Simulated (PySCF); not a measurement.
# A gas-phase reaction: H3NOZn + GeH5N → GeH5NOZn + H3N

What reaction energy should one expect for `[NH2][Zn][OH]` + `[NH2][GeH3]` → `[OH][Zn][NH][GeH3]` + `N`?

Programs: PySCF 2.14.0. All values are calculated, for the isolated system unless a continuum is named. Atoms count from 0, parts from 1.

## 1. The system as given

Each species was relaxed by itself at PBE0-D3(BJ)/def2-SVP.

## 2. Reaction energy: wB97M-D3(BJ)/def2-TZVPD

What the job is given:

```
{"job": {"kind": "react", "xc": "wB97M-D3(BJ)", "basis": "def2-TZVPD"}, "charge": 0, "multiplicity": 1}
-1 H3NOZn charge 0 multiplicity 1
N     -0.782430     0.768800    -0.930280
Zn     0.180980    -0.373070     0.097220
O      1.078930    -1.664940     0.910520
H     -1.662980     1.098290    -0.541480
H     -0.290490     1.585430    -1.285820
H      1.475990    -1.414540     1.749860

-1 GeH5N charge 0 multiplicity 1
N     -0.918470    -0.195470     0.639360
Ge     0.524200     0.405090    -0.330890
H     -1.648460    -0.618380     0.071430
H     -0.673520    -0.852990     1.375520
H      1.296170    -0.692620    -1.107700
H     -0.011200     1.434950    -1.340560
H      1.489130     1.070640     0.665430

+1 GeH5NOZn charge 0 multiplicity 1
O      1.410200     1.141710    -2.669200
Zn     0.662470     0.912770    -1.083000
N     -0.028990     0.619610     0.560840
Ge    -0.583170    -0.991100     1.208890
H      0.794220     1.377450    -3.369650
H     -0.007990     1.370650     1.244720
H     -1.987040    -0.894510     1.850610
H     -0.642730    -1.946150    -0.003320
H      0.383020    -1.590440     2.260120

+1 H3N charge 0 multiplicity 1
N      0.006410    -0.001690     0.311350
H     -0.583560    -0.723240    -0.102060
H     -0.322990     0.876480    -0.088540
H      0.932160    -0.149100    -0.089720
```

Level: wB97M-D3(BJ)/def2-TZVPD reaction energy of separated species, gas phase.

On the command line:

```
> OMP_NUM_THREADS=1 python cluster_run.py task.json out
```

One launch serves the whole session: the jobs run in the order shown.

**Question.** The jobs that follow are: PBE0-D3(BJ)/def2-TZVPD reaction energy of separated species, gas phase. Predict: reaction energy (wB97M-D3(BJ)/def2-TZVPD); ΔH, ΔG at 298 K (xTB thermal terms). Thermal terms come from harmonic xTB runs on each species.

**Answer**, as computed:

```
                                                quantity                    value
               reaction energy (wB97M-D3(BJ)/def2-TZVPD)           -2.54 kcal/mol
                     ΔH, ΔG at 298 K (xTB thermal terms)      -2.1, -0.7 kcal/mol
range of the reaction energy over the runs of this table  -2.87 to -2.54 kcal/mol
```

In words: The reaction is exothermic by 2.1 kcal/mol in the gas phase; dispersion gives -0.22, and xTB itself gave -1.70 for the electronic energy (xTB energies and thermal terms come from the earlier relaxation of each species, not shown). No barrier was sought. The reaction energy runs from -2.87 (PBE0-D3(BJ)/def2-TZVPD) to -2.54 kcal/mol (wB97M-D3(BJ)/def2-TZVPD).
